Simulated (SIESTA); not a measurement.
# GaGe3 under changes of volume

One of the cells (19.971 Å³/atom); the others are scaled copies at fixed shape and fractional positions:

```
CELL_PARAMETERS angstrom
4.30680 0.00000 0.00000
0.00000 4.30680 0.00000
0.00000 0.00000 4.30680
ATOMIC_POSITIONS crystal
Ge 0.50000 0.50000 0.00000
Ge 0.50000 0.00000 0.50000
Ge 0.00000 0.50000 0.50000
Ga 0.00000 0.00000 0.00000
```

The cell comes from a database or a generator and needn't be the stable form of this composition.

```yaml
Program: SIESTA 5.4.2
Functional: PBEsol
Potentials_or_basis: PseudoDojo 0.4 standard (PBEsol files)
Basis: DZP (energy shift 0.003 Ry; two zetas on semicore shells)
Grid_cutoff: 800 Ry
Energy_shift: 0.003 Ry
k_mesh: 6 × 6 × 6
Occupations: fermi-dirac, width 0.05 eV
Spin: no spin polarisation
```

```tsv
volume (Å³/atom)	energy over the lowest point (meV/atom)	pressure (GPa)
18.405	0.73	0.9
18.796	0.00	-0.2
19.188	2.27	-1.6
19.971	16.01	-3.7
20.363	25.76	-4.4
20.754	?	?
```

Question: What does the run at 20.754 Å³/atom give?

Answer: Energy over the lowest point 37.61 meV/atom; pressure -5.3 GPa.

Worked out: A Birch-Murnaghan fit of order 3 (a polynomial in V^(-2/3)) to the other rows has its minimum at 18.69 Å³/atom with B0 = V·E''(V) = 73 GPa (rough, since the energies scatter). It gives 37.21 meV/atom at 20.754 Å³/atom, against the run's 37.61, and -dE/dV = -4.9 GPa, against -5.3.

Energies are extrapolated to zero smearing.

Caveats: the basis of atomic orbitals isn't converged, which shifts pressures, moduli and gaps.
